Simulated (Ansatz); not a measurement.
# Li3Ca (distorted cell): a single point

Run with the Python package of Ansatz (0.2.0).

`li3ca.xyz`
```text
4
Lattice="-0.12863 3.86267 3.80372 3.62891 0.04364 3.63145 3.79789 3.85938 -0.12534" Properties=species:S:1:pos:R:3 pbc="T T T"
Li    5.45903387    5.82050130    5.48847217
Li    1.81286841    1.92587549    1.82578141
Li    3.68305373    7.70655998    3.70521478
Ca    3.67373237    3.88485227    3.67101555
```

`scf.py`
```python
'''Single point of Li3Ca, distorted.'''

import sys

import ansatz as az
import numpy as np

li3ca = az.Crystal.from_extxyz('li3ca.xyz')

# the calculation
setup = (
    li3ca.calculation()
    .pseudopotentials('paw')
    .kpoints(4, 4, 4)
    .functional(az.Functional.PBESOL)
    .occupations(az.OccupationsMethod.COLD)
    .stress()
    .electric_field_gradient()
)
try:
    outcome = setup.run()
except az.NonConvergedError as error:
    sys.exit(f'no convergence: {error}')
except az.RefusalError as error:
    sys.exit(f'input refused: {error}')
rep = outcome.report

n_atoms = len(rep['lattice']['sites'])
print('F =', round(rep['free_energy_ev'], 4), 'eV for', n_atoms, 'atoms')
print('E(sigma -> 0) =', round(rep['energy_sigma0_ev'], 4), 'eV, TS =', round(rep['entropy_ts_ev'], 5), 'eV')
print('closed by', rep['closed_by'], 'after', rep['n_iterations'], 'iterations')

print('energy terms (eV)')
for term, value in rep['components'].items():
    if abs(value) > 1e-9:
        print(f'  {term:26s} {value:16.5f}')

print('doubts on the final state:', rep['published_state_doubts'] or 'none')
print('warnings:', sorted({n['data']['kind'] for n in outcome.notices if n['data'].get('severity') in ('warning', 'doubt')}) or 'none')

# pressure is a third of the trace
sigma = rep['stress_gpa']
voigt = [sigma[0][0], sigma[1][1], sigma[2][2], sigma[1][2], sigma[0][2], sigma[0][1]]
print('stress xx yy zz yz xz xy (GPa, compression positive):', ' '.join(f'{s:.3f}' for s in voigt))
print('P =', round(10 * float(np.mean(voigt[:3])), 2), 'kbar')

for row in rep['efg']:
    print({k: round(v, 4) if isinstance(v, float) else v for k, v in row.items() if not isinstance(v, (list, dict))})
```

Running `python scf.py` prints:
```text
DeckWarning: basis.ecutwfc = 420 eV, auto-derived from the records' recommended cutoffs: set by Li (normal level)
F = -2402.5444 eV for 4 atoms
E(sigma -> 0) = -2402.5455 eV, TS = -0.00336 eV
closed by deck_thresholds after 7 iterations
energy terms (eV)
  e_band                           -461.92181
  e_kinetic                         337.52547
  e_local                         -1332.23040
  e_nonlocal                        -35.05256
  e_hartree                         436.58622
  e_xc                             -163.27281
  e_vxc                            -205.75079
  e_paw                            -895.44794
  e_vpaw                            -99.58408
  e_augmentation_tail                 0.00004
  e_ewald                          -750.77455
  e_core_change                       0.11879
  e_smearing                          0.00336
doubts on the final state: none
warnings: none
stress xx yy zz yz xz xy (GPa, compression positive): -0.985 -0.399 -0.977 -0.205 1.045 -0.196
P = -7.87 kbar
{'site': 1, 'element': 'Li', 'v_zz_1e21_v_m2': 0.0256, 'eta': 0.763, 'by_run_symmetry': 'allowed', 'electrostatic_potential_v': -162.1507}
{'site': 2, 'element': 'Li', 'v_zz_1e21_v_m2': 0.0288, 'eta': 0.4695, 'by_run_symmetry': 'allowed', 'electrostatic_potential_v': -162.1501}
{'site': 3, 'element': 'Li', 'v_zz_1e21_v_m2': 0.0222, 'eta': 0.0482, 'by_run_symmetry': 'allowed', 'electrostatic_potential_v': -162.2871}
{'site': 4, 'element': 'Ca', 'v_zz_1e21_v_m2': -0.1819, 'eta': 0.2908, 'by_run_symmetry': 'allowed', 'electrostatic_potential_v': -2206.4377}
```
(Warnings from the package without file and line.)

Total energies depend on the potentials; only differences at equal settings carry meaning. A total without «per atom» is that of the cell as typed. The energy terms are those on the plane-wave grid, with the one-centre PAW part apart; e_band, e_vxc and e_vpaw aren't summands of the total. Under cold or Methfessel-Paxton smearing the entropy term is a generalised one and can be negative. The mesh is modest for a metal, so energies can be off by several to tens of meV an atom and pressures by half a GPa or more; differences at equal mesh fare better. The cell is a database structure, distorted on purpose. Levels are Kohn-Sham eigenvalues on this mesh. Finished in 5.6 s on 1 thread of Arm Neoverse V1, on a shared host, peak memory 0.44 GiB.

(Lines on the test bed's own set-up are left out of the output.)
